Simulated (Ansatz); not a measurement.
**SbH2I: a ladder of functionals and wavefunction methods**

The task here is to estimate one member of a computed series from the others.

Program: Ansatz 0.2.0, Gaussian basis. Level of theory: functionals in def2-TZVPP, the program's frozen cores in correlated methods. These are calculated values, not measurements.

Levels to be run: LDA (SPW92), PBE-D4, revPBE-D4, BLYP-D4, r2SCAN-D4, B97M-V, PBE0-D4, B3LYP-D4, r2SCANh-D4, r2SCAN0-D4, HSE06-D4, BHLYP-D4, CAM-B3LYP-D4, LC-ωPBE, ωB97X-V, ωB97M-V, B2PLYP, PBE-QIDH; CCSD(T)/def2-SVP; CCSD(T)/def2-TZVPP; MP2/def2-QZVPP; extrapolation to the limit; RPA on PBE.

## The geometry

The geometry comes from an earlier relaxation with PBE0-D4 in a triple-zeta def2 set; it is a stationary point. Sb, I take the def2 core potential; no spin-orbit term is included.

SMILES `[SbH2][I]`, 4 atoms, charge 0, spin multiplicity 1.

Atoms are counted from 1 here; the program's logs count them from 0.

Bond lengths: Sb1–I2 2.725 Å, Sb1–H3 1.711 Å, Sb1–H4 1.711 Å. Angles: I2–Sb1–H3 94.0°, I2–Sb1–H4 94.0°, H3–Sb1–H4 90.4°.

The first run:

in.yaml

```yaml
crystal:
  periodic: [false, false, false]
  atoms:
    - {symbol: Sb, position_ang: [-0.523745, 0.181194, 0.641677]}
    - {symbol: I, position_ang: [2.168645, 0.272026, 0.234335]}
    - {symbol: H, position_ang: [-0.897711, 0.874418, -0.877107]}
    - {symbol: H, position_ang: [-0.691590, -1.387936, -0.019206]}
basis:
  gaussian: {orbitals: def2-TZVPP}
hamiltonian: {xc: lda}
output: {orbitals: {seedname: orbitals}}
```

Run with:

```console
$ ansatz run in.yaml --threads 2 --pin off --events-out ev --progress --plain --max-ram 4352MiB
```

Among the steps run: LDA; PBE-D4 (GGA); revPBE-D4 (GGA); BLYP-D4 (GGA); r2SCAN-D4 (meta-GGA); B97M-V (meta-GGA); B3LYP-D4 (hybrid); r2SCANh-D4 (hybrid); r2SCAN0-D4 (hybrid); HSE06-D4 (hybrid); BHLYP-D4 (hybrid); CAM-B3LYP-D4 (range-separated); LC-ωPBE (range-separated); ωB97X-V (range-separated); ωB97M-V (range-separated); B2PLYP (double hybrid); PBE-QIDH (double hybrid).

One of the session's tables, all rows but one given; the rest of the session is left out.

It belongs to the step «Orbital energies across the functionals». 

```
  functional  HOMO (eV)  LUMO (eV)  gap (eV)
 LDA (SPW92)          ?          ?         ?
      PBE-D4      -6.11      -2.81      3.30
   revPBE-D4      -6.07      -2.73      3.34
     BLYP-D4      -5.95      -2.71      3.24
   r2SCAN-D4      -6.38      -2.66      3.72
      B97M-V      -6.37      -2.56      3.81
     PBE0-D4      -7.17      -2.09      5.08
    B3LYP-D4      -6.95      -2.30      4.66
  r2SCANh-D4      -6.77      -2.40      4.37
  r2SCAN0-D4      -7.35      -2.01      5.34
    HSE06-D4      -6.79      -2.46      4.33
    BHLYP-D4      -8.07      -1.29      6.77
CAM-B3LYP-D4      -8.37      -1.16      7.21
     LC-ωPBE      -9.64      -0.10      9.54
     ωB97X-V      -9.33      -0.19      9.14
     ωB97M-V      -9.21      -0.35      8.87
```

**Question.** Estimate the row for LDA (SPW92).

The run gave: HOMO (eV): -6.25; LUMO (eV): -3.05; gap (eV): 3.20. In the column «HOMO (eV)» it lies between B97M-V (-6.37) and PBE-D4 (-6.11).
